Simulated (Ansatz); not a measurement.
# AsH₃OSe (SMILES [AsH2]O[SeH]): one structure at several levels

An exercise on one series of results from a longer session: the logs are not shown, and one member is left open.

The runs use Ansatz 0.2.0, Gaussian basis; single points in def2-TZVPP.

Correlated methods freeze the cores. Filled d shells of the heavier atoms are correlated.

**The system as given**

SMILES `[AsH2]O[SeH]`, 6 atoms, charge 0, spin multiplicity 1.

Atoms are counted from 1 here; the program's logs count them from 0.

Bond lengths: As1–O2 1.843 Å, As1–H4 1.532 Å, As1–H5 1.456 Å, O2–Se3 1.696 Å, Se3–H6 1.399 Å. Angles: O2–As1–H4 88.3°, O2–As1–H5 95.8°, H4–As1–H5 91.0°, As1–O2–Se3 122.0°, O2–Se3–H6 101.5°.

Coordinates:

```
As   -0.34940    0.23010   -1.28730
O     0.08810   -0.78750    0.18610
Se    1.60730   -0.68040    0.93330
H    -1.67660   -0.53080   -1.36210
H    -0.98000    1.30840   -0.53890
H     1.37500    0.30770    1.89620
```

Set-up of the first run:

Contents of run/in.yaml:

```yaml
crystal:
  periodic: [false, false, false]
  atoms:
    - {symbol: As, position_ang: [-0.349400, 0.230100, -1.287300]}
    - {symbol: O, position_ang: [0.088100, -0.787500, 0.186100]}
    - {symbol: Se, position_ang: [1.607300, -0.680400, 0.933300]}
    - {symbol: H, position_ang: [-1.676600, -0.530800, -1.362100]}
    - {symbol: H, position_ang: [-0.980000, 1.308400, -0.538900]}
    - {symbol: H, position_ang: [1.375000, 0.307700, 1.896200]}
basis:
  gaussian: {orbitals: def2-TZVPP}
correlation: {method: ccsd_t}
output: {forces: true}
```

The command line of these runs was not kept.

Steps of the session up to this table: CCSD(T)/def2-TZVPP; PBE0-D4/def2-TZVPP; wB97M-V/def2-TZVPP; r2SCAN-D4/def2-TZVPP; PBE-D4/def2-TZVPP; CAM-B3LYP-D4/def2-TZVPP; BHLYP-D4/def2-TZVPP.

One of the session's tables, all rows but one given; the rest of the session is left out.

| method | RMS force component (eV/Å) | angle to CCSD(T) forces (°) | dipole (D) |
| --- | --- | --- | --- |
| CCSD(T) | 1.309 | reference | 1.68 |
| PBE0-D4 | 1.278 | 6.1 | 1.67 |
| wB97M-V | 1.286 | 2.5 | 1.72 |
| r2SCAN-D4 | ? | ? | ? |
| PBE-D4 | 1.471 | 12.4 | 1.50 |
| CAM-B3LYP-D4 | 1.271 | 4.0 | 1.73 |
| BHLYP-D4 | 1.187 | 8.9 | 1.78 |

**Question.** Estimate the row for r2SCAN-D4.

The run gave: RMS force component (eV/Å): 1.319; angle to CCSD(T) forces (°): 5.7; dipole (D): 1.61. In the column «RMS force component (eV/Å)» it lies between CCSD(T) (1.309) and PBE-D4 (1.471).
